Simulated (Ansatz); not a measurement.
# CH2I2: the cost of one run

Program: Ansatz 0.2.0. Level of theory: the levels named in each step. These are calculated values, not measurements.

## (1) Starting point

Bond lengths: I1–C2 2.145 Å, C2–I3 2.145 Å, C2–H4 1.083 Å, C2–H5 1.083 Å. Angles: I1–C2–I3 114.3°, I1–C2–H4 107.9°, I1–C2–H5 107.9°, I3–C2–H4 107.9°, I3–C2–H5 107.9°, H4–C2–H5 111.1°.

Structure file:

```xyz
5

I    -1.8008    0.0888   -0.0001
C    -0.0142   -1.0983    0.0320
I     1.8025    0.0423   -0.0037
H    -0.0211   -1.6847    0.9430
H    -0.0229   -1.7367   -0.8434
```

## (2) A rough first relaxation, PBE-D4/def2-SVP

input.yaml

```yaml
crystal:
  periodic: [false, false, false]
  atoms:
    - { symbol: I, position_ang: [-1.80083, 0.08879, -7.0e-05] }
    - { symbol: C, position_ang: [-0.01417, -1.09835, 0.03197] }
    - { symbol: I, position_ang: [1.80252, 0.04233, -0.00375] }
    - { symbol: H, position_ang: [-0.02109, -1.68468, 0.94297] }
    - { symbol: H, position_ang: [-0.02291, -1.73665, -0.8434] }
basis:
  gaussian: { orbitals: def2-SVP }
hamiltonian:
  xc: pbe
  dispersion: d4
relax:
  f_tol: 0.03
  max_steps: 200
```

Run with:

```bash
> ansatz run input.yaml --threads 2 --pin off --max-ram 5120MiB --backend cpu --events-out ev --progress --plain --runs-dir out
```

Q: Estimate wall time and peak memory on 2 threads of Intel Xeon Platinum 8375C at 2.90GHz (Ice Lake), shared host.

About 8.2 s, with a peak of 0.13 GiB.
